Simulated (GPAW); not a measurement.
**In3Se: band structure with PBEsol**

Crystal: In3Se.

```xyz
4
Lattice="4.8038 0.0000 0.0000 0.0000 4.8038 0.0000 0.0000 0.0000 4.8038" Properties=species:S:1:pos:R:3 pbc="T T T"
In    2.4019    2.4019    0.0000
In    2.4019    0.0000    2.4019
In    0.0000    2.4019    2.4019
Se    0.0000    0.0000    0.0000
```

The cell comes from a database or a generator and needn't be the stable form of this composition.

* Program: GPAW 26.7.0
* Task: band structure
* Functional: PBEsol
* Potentials or basis: PAW data sets generated in the run's folder for this functional
* Cutoff: 600 eV
* Basis: pw
* k mesh: 6 × 6 × 6
* Occupations: fermi-dirac, width 0.05 eV
* Spin: no spin polarisation
* Maxiter: 150
* Band path: GXMGRX,MR
* Band points: 60

- Pressure: -3.2 GPa
- Band gap along the path: none (metal or under the smearing width)

Levels at the corners of the path, in eV from the Fermi level:
| point | band 21 | band 22 | band 23 | band 24 | band 25 | band 26 |
| --- | --- | --- | --- | --- | --- | --- |
| Γ | -2.29 | -2.29 | 1.05 | 1.05 | 1.05 | 4.08 |
| X | -1.74 | -1.09 | -0.18 | -0.18 | 1.30 | 3.62 |
| M | -0.95 | -0.75 | -0.75 | 1.31 | 1.69 | 1.69 |
| Γ | -2.29 | -2.29 | 1.05 | 1.05 | 1.05 | 4.08 |
| R | -4.22 | -4.22 | -3.27 | 2.92 | 2.92 | 2.92 |
| X | -1.74 | -1.09 | -0.18 | -0.18 | 1.30 | 3.62 |
| M | -0.95 | -0.75 | -0.75 | 1.31 | 1.69 | 1.69 |
| R | -4.22 | -4.22 | -3.27 | 2.92 | 2.92 | 2.92 |

Run time: 79 s on 1 thread of AMD EPYC 9R45 96-Core Processor (Zen 5), with other jobs on the host, peak memory 0.53 GiB.

Caveat: spin-orbit coupling is left out, which moves the levels of the heavy elements.
